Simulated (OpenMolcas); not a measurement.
# Co⁴⁺ among point charges: CASSCF and CASPT2 levels and susceptibility, part 2 of 2

Aim: the splitting of the states of Co⁴⁺ in the field of 3 point charges, its lowest levels with spin-orbit coupling and its magnetic susceptibility.

OpenMolcas 26.06; ANO-RCC-VDZP, DKH2, active space 5 electrons in 5 orbitals (3d), orbitals: per spin and parity. Surroundings: 3 point charges of -1.5 e arranged as a planar triangle (D3h), 2.01 Å from the ion. The steps go on from the part before.

## 7. CASPT2: IPEA 0.25, imaginary shift 0.1 (closed shells correlated: 3s 3p)

a.inp

```
>>> COPY JOB001 $Project.JobIph
&CASPT2
Multistate=1 1
Frozen=5
IPEA=0.25
Imaginary=0.1
MaxIter=60
WThr=0.0 0.3 0.05
PrWF=0.5
NoMix
>>> COPY JOB002 $Project.JobIph
&CASPT2
Multistate=24 1 2 3 4 5 6 7 8 9 10 11 12 13 14 15 16 17 18 19 20 21 22
23 24
NoMult
Frozen=5
IPEA=0.25
Imaginary=0.1
MaxIter=60
WThr=0.0 0.3 0.05
PrWF=0.5
NoMix
>>> COPY JOB003 $Project.JobIph
&CASPT2
Multistate=75 1 2 3 4 5 6 7 8 9 10 11 12 13 14 15 16 17 18 19 20 21 22
23 24 25 26 27 28 29 30 31 32 33 34 35 36 37 38 39 40 41 42 43 44 45 46
47 48 49 50 51 52 53 54 55 56 57 58 59 60 61 62 63 64 65 66 67 68 69 70
71 72 73 74 75
NoMult
Frozen=5
IPEA=0.25
Imaginary=0.1
MaxIter=60
WThr=0.0 0.3 0.05
PrWF=0.5
NoMix
```

The log of the run:

```text
Orbital specifications:
      -----------------------

      Symmetry species                           1
                                                 a
      Frozen orbitals                            5
      Inactive orbitals                          4
      Active orbitals                            5
      Secondary orbitals                        20
      Deleted orbitals                           0
      Number of basis functions                 34
Type of calculation                        SS-CASPT2
      Fock operator                              state-specific
      IPEA shift                                 0.25
      Real shift                                 0.00
      Imaginary shift                            0.10
      The input orbitals will be transformed to quasi-canonical
Reference energy:       -1392.7742033905
      E2 (Non-variational):      -0.2478519924
      Shift correction:          -0.0000452786
      E2 (Variational):          -0.2478972709
      Total energy:           -1393.0221006615
      Residual norm:              0.0000008102
      Reference weight:           0.96914
      Contributions to the CASPT2 correlation energy
      Active & Virtual Only:         -0.0450128619
      One Inactive Excited:          -0.1309382496
      Two Inactive Excited:          -0.0719008808
::    CASPT2 Root  1     Total energy:  -1393.02210066
Orbital specifications:
      -----------------------

      Symmetry species                           1
                                                 a
      Frozen orbitals                            5
      Inactive orbitals                          4
      Active orbitals                            5
      Secondary orbitals                        20
      Deleted orbitals                           0
      Number of basis functions                 34
Type of calculation                        SS-CASPT2
      Fock operator                              state-specific
      IPEA shift                                 0.25
      Real shift                                 0.00
      Imaginary shift                            0.10
      The input orbitals will be transformed to quasi-canonical
Reference energy:       -1392.5840011368
      E2 (Non-variational):      -0.2581352513
      Shift correction:          -0.0000510238
      E2 (Variational):          -0.2581862751
      Total energy:           -1392.8421874119
      Residual norm:              0.0000003165
      Reference weight:           0.96715
      Contributions to the CASPT2 correlation energy
      Active & Virtual Only:         -0.0476089866
      One Inactive Excited:          -0.1397678939
      Two Inactive Excited:          -0.0707583708
Reference energy:       -1392.5839951798
      E2 (Non-variational):      -0.2581399920
      Shift correction:          -0.0000510414
      E2 (Variational):          -0.2581910334
      Total energy:           -1392.8421862132
      Residual norm:              0.0000003164
      Reference weight:           0.96715
      Contributions to the CASPT2 correlation energy
      Active & Virtual Only:         -0.0476114915
      One Inactive Excited:          -0.1397699553
      Two Inactive Excited:          -0.0707585452
::    CASPT2 Root  1     Total energy:  -1392.84218741
::    CASPT2 Root  2     Total energy:  -1392.84218621
::    CASPT2 Root  3     Total energy:  -1392.84188554
::    CASPT2 Root  4     Total energy:  -1392.84184300
::    CASPT2 Root  5     Total energy:  -1392.84114094
::    CASPT2 Root  6     Total energy:  -1392.84114092
::    CASPT2 Root  7     Total energy:  -1392.84032510
::    CASPT2 Root  8     Total energy:  -1392.83890852
::    CASPT2 Root  9     Total energy:  -1392.83887373
::    CASPT2 Root 10     Total energy:  -1392.82787422
::    CASPT2 Root 11     Total energy:  -1392.82787422
::    CASPT2 Root 12     Total energy:  -1392.82205967
::    CASPT2 Root 13     Total energy:  -1392.80793862
::    CASPT2 Root 14     Total energy:  -1392.80789117
::    CASPT2 Root 15     Total energy:  -1392.80163914
::    CASPT2 Root 16     Total energy:  -1392.79854260
::    CASPT2 Root 17     Total energy:  -1392.79854254
::    CASPT2 Root 18     Total energy:  -1392.72523637
::    CASPT2 Root 19     Total energy:  -1392.72212958
::    CASPT2 Root 20     Total energy:  -1392.72212957
::    CASPT2 Root 21     Total energy:  -1392.72094485
::    CASPT2 Root 22     Total energy:  -1392.72096916
::    CASPT2 Root 23     Total energy:  -1392.71844747
::    CASPT2 Root 24     Total energy:  -1392.71851559
Orbital specifications:
      -----------------------

      Symmetry species                           1
                                                 a
      Frozen orbitals                            5
      Inactive orbitals                          4
      Active orbitals                            5
      Secondary orbitals                        20
      Deleted orbitals                           0
      Number of basis functions                 34
Type of calculation                        SS-CASPT2
      Fock operator                              state-specific
      IPEA shift                                 0.25
      Real shift                                 0.00
      Imaginary shift                            0.10
      The input orbitals will be transformed to quasi-canonical
Reference energy:       -1392.5016657102
      E2 (Non-variational):      -0.2554713824
      Shift correction:          -0.0000491663
      E2 (Variational):          -0.2555205487
      Total energy:           -1392.7571862588
      Residual norm:              0.0000001742
      Reference weight:           0.96784
      Contributions to the CASPT2 correlation energy
      Active & Virtual Only:         -0.0445179981
      One Inactive Excited:          -0.1479080685
      Two Inactive Excited:          -0.0630453159
Reference energy:       -1392.5016657101
      E2 (Non-variational):      -0.2555426964
      Shift correction:          -0.0000492243
      E2 (Variational):          -0.2555919207
      Total energy:           -1392.7572576308
      Residual norm:              0.0000001743
      Reference weight:           0.96782
      Contributions to the CASPT2 correlation energy
      Active & Virtual Only:         -0.0445287271
      One Inactive Excited:          -0.1479621626
      Two Inactive Excited:          -0.0630518068
::    CASPT2 Root  1     Total energy:  -1392.75718626
::    CASPT2 Root  2     Total energy:  -1392.75725763
::    CASPT2 Root  3     Total energy:  -1392.75759119
::    CASPT2 Root  4     Total energy:  -1392.75759421
::    CASPT2 Root  5     Total energy:  -1392.75706658
::    CASPT2 Root  6     Total energy:  -1392.75690784
::    CASPT2 Root  7     Total energy:  -1392.75690641
::    CASPT2 Root  8     Total energy:  -1392.75660291
::    CASPT2 Root  9     Total energy:  -1392.75663430
::    CASPT2 Root 10     Total energy:  -1392.75623259
::    CASPT2 Root 11     Total energy:  -1392.75623259
::    CASPT2 Root 12     Total energy:  -1392.75689889
::    CASPT2 Root 13     Total energy:  -1392.75689882
::    CASPT2 Root 14     Total energy:  -1392.74175871
::    CASPT2 Root 15     Total energy:  -1392.74169190
::    CASPT2 Root 16     Total energy:  -1392.74112924
::    CASPT2 Root 17     Total energy:  -1392.74112918
::    CASPT2 Root 18     Total energy:  -1392.74224123
::    CASPT2 Root 19     Total energy:  -1392.73699594
::    CASPT2 Root 20     Total energy:  -1392.73699178
::    CASPT2 Root 21     Total energy:  -1392.73237585
::    CASPT2 Root 22     Total energy:  -1392.73106339
::    CASPT2 Root 23     Total energy:  -1392.73106339
::    CASPT2 Root 24     Total energy:  -1392.72664238
::    CASPT2 Root 25     Total energy:  -1392.72663037
::    CASPT2 Root 26     Total energy:  -1392.71368604
::    CASPT2 Root 27     Total energy:  -1392.71368648
::    CASPT2 Root 28     Total energy:  -1392.71411661
::    CASPT2 Root 29     Total energy:  -1392.71411396
::    CASPT2 Root 30     Total energy:  -1392.71242386
```

This run: 9.9 s of run time, 1 thread of Arm Neoverse V1, shared host.

SS-CASPT2: lowest energy less the reference's lowest, -0.2479 hartree; reference weights 0.960 to 0.969.

States without spin-orbit coupling:

| state | degeneracy | E (cm-1) | free-ion L (%) |
| --- | --- | --- | --- |
| 6A1 | 1 | 0 | S (100) |
| 4A2 | 1 | 39486 | G (98) |
| 4A1 | 1 | 39487 | G (98) |
| 4E | 2 | 39557 | G (99) |
| 4E | 2 | 39716 | G (99) |
| 4A1 | 1 | 39895 | G (100) |
| 4E | 2 | 40210 | G (100) |
| 4E | 2 | 42628 | P (79) |
| 4A2 | 1 | 43904 | P (100) |
| 4E | 2 | 47008 | D (97) |
| 4A1 | 1 | 48386 | D (100) |
| 4E | 2 | 49065 | D (77) |
| 2E | 2 | 58053 | I (99) |
| 2E | 2 | 58134 | I (99) |
| 2A1 | 1 | 58168 | I (99) |
| 2A1 | 1 | 58203 | I (99) |
| 2A2 | 1 | 58203 | I (99) |
| doublet | 2 | 58205 | I (100) |
| 2E | 2 | 58267 | I (99) |
| 2E | 2 | 58351 | I (100) |
| 2A1 | 1 | 61422 | D (100) |
| 2E | 2 | 61535 | D (70) |
| 2E | 2 | 61666 | D (89) |
| 2A1 | 1 | 62573 | F (98) |

With spin-orbit coupling:

```json
{"E (cm-1)": "0", "Degeneracy": "2", "Label": "E1/2", "2S+1": "6", "g": "2.00 6.01 6.01"}
{"E (cm-1)": "0", "Degeneracy": "2", "Label": "E3/2", "2S+1": "6", "g": "0.00 0.00 6.01"}
{"E (cm-1)": "1", "Degeneracy": "2", "Label": "E1/2", "2S+1": "6", "g": "0.00 0.00 10.01"}
{"E (cm-1)": "39360", "Degeneracy": "2", "Label": "E3/2", "2S+1": "4", "g": "0.00 0.00 0.03"}
{"E (cm-1)": "39430", "Degeneracy": "2", "Label": "E1/2", "2S+1": "4", "g": "0.16 0.16 1.98"}
{"E (cm-1)": "39430", "Degeneracy": "2", "Label": "E1/2", "2S+1": "4", "g": "0.02 0.02 4.10"}
{"E (cm-1)": "39500", "Degeneracy": "2", "Label": "E1/2", "2S+1": "4", "g": "0.02 0.02 8.10"}
{"E (cm-1)": "39510", "Degeneracy": "2", "Label": "E3/2", "2S+1": "4", "g": "0.00 0.00 1.99"}
{"E (cm-1)": "39580", "Degeneracy": "2", "Label": "E3/2", "2S+1": "4", "g": "0.00 0.00 11.97"}
{"E (cm-1)": "39600", "Degeneracy": "2", "Label": "E1/2", "2S+1": "4", "g": "0.00 0.00 5.90"}
{"E (cm-1)": "39630", "Degeneracy": "2", "Label": "E1/2", "2S+1": "4", "g": "2.34 2.34 3.30"}
{"E (cm-1)": "39690", "Degeneracy": "2", "Label": "E1/2", "2S+1": "4", "g": "0.00 0.00 9.88"}
{"E (cm-1)": "39690", "Degeneracy": "2", "Label": "E1/2", "2S+1": "4", "g": "0.70 3.47 3.47"}
{"E (cm-1)": "39730", "Degeneracy": "2", "Label": "E3/2", "2S+1": "4", "g": "0.00 0.00 4.03"}
{"E (cm-1)": "39790", "Degeneracy": "2", "Label": "E1/2", "2S+1": "4", "g": "0.00 0.00 8.00"}
{"E (cm-1)": "39890", "Degeneracy": "2", "Label": "E1/2", "2S+1": "4", "g": "1.99 5.29 5.29"}
{"E (cm-1)": "39910", "Degeneracy": "2", "Label": "E3/2", "2S+1": "4", "g": "0.00 0.00 5.95"}
{"E (cm-1)": "40170", "Degeneracy": "2", "Label": "E1/2", "2S+1": "4", "g": "0.00 0.00 2.01"}
{"E (cm-1)": "40220", "Degeneracy": "2", "Label": "E1/2", "2S+1": "4", "g": "0.00 0.00 14.00"}
{"E (cm-1)": "40220", "Degeneracy": "2", "Label": "E1/2", "2S+1": "4", "g": "0.00 0.00 6.02"}
{"E (cm-1)": "40240", "Degeneracy": "2", "Label": "E3/2", "2S+1": "4", "g": "0.00 0.00 10.03"}
{"E (cm-1)": "41950", "Degeneracy": "2", "Label": "E1/2", "2S+1": "4", "g": "1.62 1.62 3.76"}
{"E (cm-1)": "42240", "Degeneracy": "2", "Label": "E1/2", "2S+1": "4", "g": "0.23 0.96 0.96"}
{"E (cm-1)": "42550", "Degeneracy": "2", "Label": "E3/2", "2S+1": "4", "g": "0.00 0.00 4.06"}
```

Powder χT (cm³ K/mol): 4.37 at 2 K, 4.38 at 5 K, 4.38 at 10 K, 4.38 at 20 K, 4.38 at 50 K, 4.38 at 100 K, 4.38 at 150 K, 4.38 at 200 K, 4.38 at 250 K, 4.38 at 300 K.

## 8. The methods side by side

A. CASSCF
B. SS-CASPT2, IPEA 0.25, imaginary shift 0.1 (closed shells correlated: 3s 3p)

| method | ground state | first gap with spin-orbit (cm-1) | χT at 300 K |
| --- | --- | --- | --- |
| A | 6A1 | 0.1 | 4.39 |
| B | 6A1 | 0.2 | 4.38 |

## 9. What came out

This closing draws on all 2 parts.

| quantity | value |
| --- | --- |
| method | SS-CASPT2, IPEA 0.25, imaginary shift 0.1 (closed shells correlated: 3s 3p) |
| spin-free ground state | 6A1, 1-fold in its orbital part |
| lowest level | 2-fold E1/2, g = 2.00, 6.01, 6.01 |
| next level | 0.2 cm⁻¹ |
| χT at 300 K | 4.38 cm³ K/mol |
| effective moment at 300 K | 5.92 μB |

Cost by method:

| method | time of its own steps | time with the reference |
| --- | --- | --- |
| A. CASSCF | 31 s | 31 s |
| B. SS-CASPT2, IPEA 0.25, imaginary shift 0.1, +3s 3p | 9.9 s | 41 s |

Times are of one thread on a shared host.

What this shows: The spin-free ground state (6A1) comes to 100 % from free-ion S terms and keeps the highest spin of the shell. χT at 300 K is 4.38, against 4.39 cm³ K/mol for the spin alone, as a half-filled shell (L = 0) has no orbital moment. An active space of the d shell alone favours high spin; real ions in strong fields can be low spin. CASPT2 does not keep the components of a term degenerate, and the means are used. The field of point charges can differ much from that of real complexes. With metal d orbitals alone active, the gaps between spin states are rough; where two lie within a few thousand cm-1, their order is open. Point charges carry no covalency, so the field is a model and not that of real ligands.
